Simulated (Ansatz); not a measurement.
C₃H₆F, SMILES [CH2]CCF: an atomisation energy, run with the Python package of Ansatz (0.2.0).

The script reads `c3h6f.xyz`:
```text
10

C    -0.86760    1.01520   -0.01570
C     0.12440    0.13530   -0.57180
C     0.62210   -0.83510    0.45960
F    -0.26380   -1.68510    0.82850
H    -1.08500    2.01480   -0.51460
H    -1.65130    0.70530    0.67860
H     0.98560    0.73960   -0.95430
H    -0.26800   -0.40330   -1.41310
H     1.48030   -1.41560    0.10750
H     1.00630   -0.32240    1.39840
```

`tae_c3h6f.py`:
```python
"""Atomisation energy of C3H6F at the given geometry."""

from collections import Counter

import ansatz as az

params = {
    "basis_set": "pcseg-2",
    "xc": "B3LYP",
}


def single_point(molecule, charge=0, unpaired=0):
    calc = molecule.calculation().basis(gaussian=params["basis_set"]).functional(params["xc"])
    if charge:
        calc = calc.charge(charge)
    if unpaired:
        calc = calc.spin("collinear", total=unpaired)
    return calc.run().report["free_energy_ev"]

mol = az.Crystal.molecule_from_extxyz("c3h6f.xyz")

# Hund ground states
unpaired = {"C": 2, "F": 1, "H": 1}
counts = Counter(site.symbol for site in mol.cartesian_sites)
atom_energy = {s: single_point(az.Crystal.molecule().atom(s, (0, 0, 0)), 0, unpaired[s]) for s in counts}
whole = single_point(mol, 0, 1)
for s, e in atom_energy.items():
    print(f"{s:2s} x{counts[s]}  {e:14.5f} eV")
print(f"C3H6F: {whole:.5f} eV")
split = sum(counts[s] * e for s, e in atom_energy.items()) - whole
print(f"atomisation energy (no zero-point term): {split:.3f} eV, {split / sum(counts.values()):.3f} eV an atom")
```

What does it cost to take this molecule apart into atoms?

38.704 eV from the electronic energies, without the zero-point term.

The output:

```console
$ python tae_c3h6f.py
C  x3     -1030.19959 eV
F  x1     -2714.85060 eV
H  x6       -13.67026 eV
C3H6F: -5926.17478 eV
atomisation energy (no zero-point term): 38.704 eV, 3.870 eV an atom
```

Caveats:
- The settings weren't tested for convergence.
- The geometry is a force-field or estimated start, not a minimum of this method, and the basis set is short of its limit. All parts are taken at fixed geometry, without zero-point energy.
- The species is open-shell (spin multiplicity 2).
- b3lyp holds the VWN-RPA fit, as in Gaussian; the form of ORCA and Turbomole is b3lyp5.
- It ran for 11 s on 1 thread of Arm Neoverse V1 (shared host), peak memory 0.49 GiB.
